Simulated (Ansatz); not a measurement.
# CH6INOSi: the cost of one run

Program: Ansatz 0.2.0. Level of theory: RKS CAM-B3LYP-D4/def2-SVP. These are calculated values, not measurements.

## (1) The starting structure

Bond lengths: N1–C2 1.406 Å, C2–Si3 1.858 Å, Si3–O4 1.607 Å, Si3–I5 2.464 Å, N1–H6 1.024 Å, N1–H7 1.055 Å, C2–H8 1.133 Å, C2–H9 1.060 Å, Si3–H10 1.503 Å, O4–H11 1.013 Å. Angles (14 of 16 angles, heavy atoms first): N1–C2–Si3 112.6°, C2–Si3–O4 116.0°, C2–Si3–I5 108.3°, O4–Si3–I5 104.6°, N1–C2–H8 110.0°, N1–C2–H9 108.4°, Si3–C2–H8 109.1°, Si3–C2–H9 107.3°, C2–N1–H6 115.5°, C2–N1–H7 112.9°, C2–Si3–H10 112.8°, O4–Si3–H10 107.2°, I5–Si3–H10 107.3°, Si3–O4–H11 118.5°.

Structure file:

```xyz
11

N    -1.1802    0.6385   -0.9396
C    -0.0683   -0.2104   -1.0785
Si    0.8148   -0.5011    0.5305
O    -0.1152   -0.8746    1.7862
I     1.9360    1.5925    1.1889
H    -1.9039    0.3144   -0.2914
H    -0.9211    1.6033   -0.6005
H     0.6614    0.2270   -1.8272
H    -0.4078   -1.1528   -1.4261
H     1.8732   -1.5632    0.4291
H    -0.6236   -0.1306    2.2492
```

## (2) Relaxing end A

The input, input.yaml:

```yaml
crystal:
  periodic: [false, false, false]
  atoms:
    - { symbol: "N", position_ang: [-1.1802, 0.6385, -0.9396] }
    - { symbol: C, position_ang: [-0.0683, -0.2104, -1.0785] }
    - { symbol: Si, position_ang: [0.8148, -0.5011, 0.5305] }
    - { symbol: O, position_ang: [-0.1152, -0.8746, 1.7862] }
    - { symbol: I, position_ang: [1.936, 1.5925, 1.1889] }
    - { symbol: H, position_ang: [-1.9039, 0.3144, -0.2914] }
    - { symbol: H, position_ang: [-0.9211, 1.6033, -0.6005] }
    - { symbol: H, position_ang: [0.6614, 0.227, -1.8272] }
    - { symbol: H, position_ang: [-0.4078, -1.1528, -1.4261] }
    - { symbol: H, position_ang: [1.8732, -1.5632, 0.4291] }
    - { symbol: H, position_ang: [-0.6236, -0.1306, 2.2492] }
basis:
  gaussian: { orbitals: def2-SVP }
hamiltonian:
  xc: cam_b3lyp
  dispersion: d4
relax:
  f_tol: 0.015
  max_steps: 40
```

Command:

```bash
> ansatz run input.yaml --threads 2 --pin off --max-ram 3072MiB --backend cpu --events-out ev --progress --plain --runs-dir out
```

Q: Estimate wall time and peak memory on 2 threads of Arm Neoverse V1, shared host.

About 2 min, with a peak of 0.37 GiB.
